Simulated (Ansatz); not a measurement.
# AlFH₄O₄Si: taking an electron away

The task here is to estimate one member of a computed series from the others.

Computed with Ansatz 0.2.0, Gaussian basis. Level: unrestricted cation, the program's frozen cores in correlated methods.

Plan: UKS PBE-D4/def2-TZVPP; UKS r2SCAN-D4/def2-TZVPP; UKS PBE0-D4/def2-TZVPP; UKS B3LYP-D4/def2-TZVPP; UKS wB97X-V/def2-TZVPP; UKS wB97M-V/def2-TZVPP; UKS B2PLYP/def2-TZVPP; UHF-CCSD(T)/def2-TZVPP; UHF-MP2/def2-QZVPP; extrapolation to the limit; then −ε(HOMO) from the neutral's earlier runs with LDA (SPW92), PBE-D4, revPBE-D4, BLYP-D4, r2SCAN-D4, B97M-V, PBE0-D4, B3LYP-D4, r2SCANh-D4, r2SCAN0-D4, HSE06-D4, BHLYP-D4, CAM-B3LYP-D4, LC-ωPBE, ωB97X-V, ωB97M-V.

### The relaxed structure

The geometry comes from an earlier relaxation with PBE0-D4 in a triple-zeta def2 set; it is a stationary point, not always the lowest conformer.

SMILES `O[Si](O)(O)[O][AlH][F]`, 11 atoms, charge 0, spin multiplicity 1.

Atoms are counted from 1 here; the program's logs count them from 0.

Bond lengths: O1–Si2 1.638 Å, O1–H8 0.958 Å, Si2–O3 1.630 Å, Si2–O4 1.628 Å, Si2–O5 1.617 Å, O3–H9 0.958 Å, O4–H10 0.957 Å, O5–Al6 1.674 Å, Al6–F7 1.646 Å, Al6–H11 1.562 Å. Angles: Si2–O1–H8 116.5°, O1–Si2–O3 112.0°, O1–Si2–O4 113.1°, O1–Si2–O5 104.3°, O3–Si2–O4 103.2°, O3–Si2–O5 113.2°, O4–Si2–O5 111.3°, Si2–O3–H9 116.8°, Si2–O4–H10 116.8°, Si2–O5–Al6 152.3°, O5–Al6–F7 118.4°, O5–Al6–H11 121.9°, F7–Al6–H11 119.6°.

Coordinates:

```mol
AlFH4O4Si
  3D, bonds by distance, orders not assigned

 11 10  0  0  0  0  0  0  0  0999 V2000
   -1.4185    0.5868   -1.1086 O   0  0
   -0.7731    0.0694    0.3057 Si  0  0
   -0.5716    1.2901    1.3665 O   0  0
   -1.7402   -0.9643    1.1090 O   0  0
    0.6163   -0.6381   -0.1231 O   0  0
    2.2170   -0.5856   -0.6114 Al  0  0
    2.9756    0.8750   -0.6535 F   0  0
   -2.3005    0.9588   -1.0646 H   0  0
   -0.1584    2.0876    1.0337 H   0  0
   -1.7831   -1.8613    0.7776 H   0  0
    3.0018   -1.8756   -1.0104 H   0  0
  1  2  8  0
  2  3  8  0
  2  4  8  0
  2  5  8  0
  5  6  8  0
  6  7  8  0
  1  8  8  0
  3  9  8  0
  4 10  8  0
  6 11  8  0
M  END
```

The first run:

Input file in.yaml:

```yaml
crystal:
  periodic: [false, false, false]
  atoms:
    - {symbol: O, position_ang: [-1.418480, 0.586822, -1.108637]}
    - {symbol: Si, position_ang: [-0.773056, 0.069422, 0.305666]}
    - {symbol: O, position_ang: [-0.571583, 1.290131, 1.366537]}
    - {symbol: O, position_ang: [-1.740198, -0.964305, 1.108965]}
    - {symbol: O, position_ang: [0.616346, -0.638111, -0.123127]}
    - {symbol: Al, position_ang: [2.216960, -0.585566, -0.611433]}
    - {symbol: F, position_ang: [2.975577, 0.874953, -0.653527]}
    - {symbol: H, position_ang: [-2.300517, 0.958825, -1.064622]}
    - {symbol: H, position_ang: [-0.158390, 2.087554, 1.033739]}
    - {symbol: H, position_ang: [-1.783106, -1.861333, 0.777565]}
    - {symbol: H, position_ang: [3.001848, -1.875592, -1.010428]}
basis:
  gaussian: {orbitals: def2-TZVPP}
total_charge: 1
magnetization: {spin_polarized: true, initial_magnetization: 1}
hamiltonian: {xc: pbe, dispersion: d4}
```

Started as:

```
$ ansatz run in.yaml --threads 2 --pin off --events-out ev --progress --plain --max-ram 32768MiB --backend cuda --devices 0, --max-vram 18GiB
```

Among the steps run: Cation, UKS PBE-D4/def2-TZVPP; Cation, UKS r2SCAN-D4/def2-TZVPP; Cation, UKS PBE0-D4/def2-TZVPP; Cation, UKS B3LYP-D4/def2-TZVPP; Cation, UKS wB97X-V/def2-TZVPP; Cation, UKS wB97M-V/def2-TZVPP; Cation, UKS B2PLYP (frozen core)/def2-TZVPP; Cation, UHF-CCSD(T)/def2-TZVPP; Cation, UHF-MP2/def2-QZVPP.

One table of the session follows, with a row left open; its other results are not shown here.

It belongs to the step «Ionisation energies side by side». For comparison, −ε(HOMO) of the neutral from earlier runs:

```
  functional  −ε(HOMO) (eV)
 LDA (SPW92)           7.41
      PBE-D4           7.19
   revPBE-D4           7.11
     BLYP-D4           7.10
   r2SCAN-D4           7.60
      B97M-V           7.69
     PBE0-D4           8.95
    B3LYP-D4           8.67
  r2SCANh-D4           8.25
  r2SCAN0-D4           9.25
    HSE06-D4           8.54
    BHLYP-D4          10.66
CAM-B3LYP-D4              ?
     LC-ωPBE          11.84
     ωB97X-V          11.48
     ωB97M-V          11.42
```

Q: Estimate the row for CAM-B3LYP-D4 from the others.

**Answer.** −ε(HOMO) (eV): 10.47. In the column «−ε(HOMO) (eV)» it lies between r2SCAN0-D4 (9.25) and BHLYP-D4 (10.66).
